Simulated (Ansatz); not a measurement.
# HF/STO-3G run of GeCl2 (SMILES Cl[Ge]Cl)

What is the vertical ionisation energy of GeCl2 at HF/STO-3G? 

The results are computed with Ansatz 0.2.0.

36 further runs of the same task are left out: 36 set aside as unsound or not needed.

**1. The structure to begin with**

The species is GeCl2 (3 atoms), meant as a singlet with charge 0. SMILES: `Cl[Ge]Cl`. Geometry: relaxed at PBE0-D4/def2-TZVP.

Bond lengths: Cl1–Ge2 2.182 Å, Ge2–Cl3 2.182 Å. Angles: Cl1–Ge2–Cl3 100.0°.

**2. A single-point energy at HF/STO-3G**

The input, job.yaml:

```yaml
basis:
  gaussian: {orbitals: STO-3G}
crystal:
  periodic: [false, false, false]
  atoms:
    - {symbol: Cl, position_ang: [-0.065420, -1.681680, 0.422740]}
    - {symbol: Ge, position_ang: [-0.421210, 0.067170, -0.832020]}
    - {symbol: Cl, position_ang: [0.486630, 1.614500, 0.409270]}
hamiltonian: {xc: hf}
accuracy: high
output: {orbitals: {seedname: orbitals}}
```

Run with:

```
$ ansatz run job.yaml --threads 1 --pin off --max-ram 3480MiB --events-out events.jsonl --progress --plain --runs-dir runs
```

The program printed:

```text
Warning: RAYON_NUM_THREADS=1 ignored (pool sized by the plan → 1); use --threads N
Functional definition: HF
  name "HF"
  exchange = exact_x
  correlation = 0
565 factors; integrals over basis functions are off by at most 2.3e-8 eV
mean field evaluation 1: about -80571.2395 eV, gradient 1.5e1 eV
mean field evaluation 2: about -80571.2906 eV, gradient 1.5e1 eV
mean field evaluation 4: about -80572.9802 eV, gradient 7.7e-1 eV
mean field evaluation 8: about -80572.9856 eV, gradient 4.9e-6 eV
mean field -80572.98563422 eV, -2961.0026077265 hartree, gradient 9.6e-8 eV, S^2 0.000000; 0 other end points of the search recorded, 0 dependent functions left out
reference -80572.98563422 eV, -2961.0026077265 hartree; 33, 33 occupied and 3, 3 virtual orbitals, 565 factors
Total energy: -80572.98563422 eV, -2961.0026077265 hartree
```

Wall time 0.26 s (1 thread of Arm Neoverse V2, shared host).

**3. The doublet cation at the same level**

Changes to job.yaml since step 2:

```diff
@@ -1,3 +1 @@
-basis:
-  gaussian: {orbitals: STO-3G}
 crystal:
@@ -8,2 +6,6 @@
     - {symbol: Cl, position_ang: [0.486630, 1.614500, 0.409270]}
+basis:
+  gaussian: {orbitals: STO-3G}
+total_charge: 1
+magnetization: {spin_polarized: true, initial_magnetization: 1}
 hamiltonian: {xc: hf}
```

Run with:

```
$ ansatz run job.yaml --threads 1 --pin off --max-ram 3480MiB --events-out events.jsonl --progress --plain --runs-dir runs
```

The program printed:

```text
Warning: RAYON_NUM_THREADS=1 ignored (pool sized by the plan → 1); use --threads N
Functional definition: HF
  name "HF"
  exchange = exact_x
  correlation = 0
565 factors; integrals over basis functions are off by at most 2.3e-8 eV
mean field evaluation 1: about -80560.4875 eV, gradient 1.7e1 eV
mean field evaluation 2: about -80560.5314 eV, gradient 1.7e1 eV
mean field evaluation 4: about -80565.0248 eV, gradient 1.5e0 eV
mean field evaluation 8: about -80565.0788 eV, gradient 2.2e-2 eV
mean field evaluation 16: about -80562.8451 eV, gradient 1.9e0 eV
mean field evaluation 32: about -80565.0788 eV, gradient 9.4e-8 eV
mean field -80565.07880638 eV, -2960.7120371628 hartree, gradient 9.4e-8 eV, S^2 0.772242; 0 other end points of the search recorded, 0 dependent functions left out
reference -80565.07880638 eV, -2960.7120371628 hartree; 33, 32 occupied and 3, 4 virtual orbitals, 565 factors
Total energy: -80565.07880638 eV, -2960.7120371628 hartree
```

It took 0.46 s on 1 thread of Arm Neoverse V2, shared host; peak memory 0.1 GiB.

**4. Summary of results**

At HF/STO-3G:

| quantity | value |
| --- | --- |
| singlet GeCl2: total energy | -2961.00261 Eh |
| singlet GeCl2: HOMO energy | -8.28 eV |
| singlet GeCl2: LUMO energy | 2.78 eV |
| singlet GeCl2: HOMO–LUMO gap | 11.06 eV |
| doublet cation: total energy | -2960.71204 Eh |
| doublet cation: HOMO energy (highest over α and β) | -17.03 eV |
| doublet cation: LUMO energy (lowest over α and β) | -7.51 eV |
| doublet cation: ⟨S²⟩ | 0.772 |
| vertical ionisation energy (to the doublet cation) | 7.907 eV |

What this shows: Removing an electron at fixed nuclei costs 7.91 eV (182 kcal/mol). −ε(HOMO) before ionisation, 8.28 eV, is 0.37 eV above this ionisation energy. In a minimal basis such a difference can be off by several eV, whatever the method.
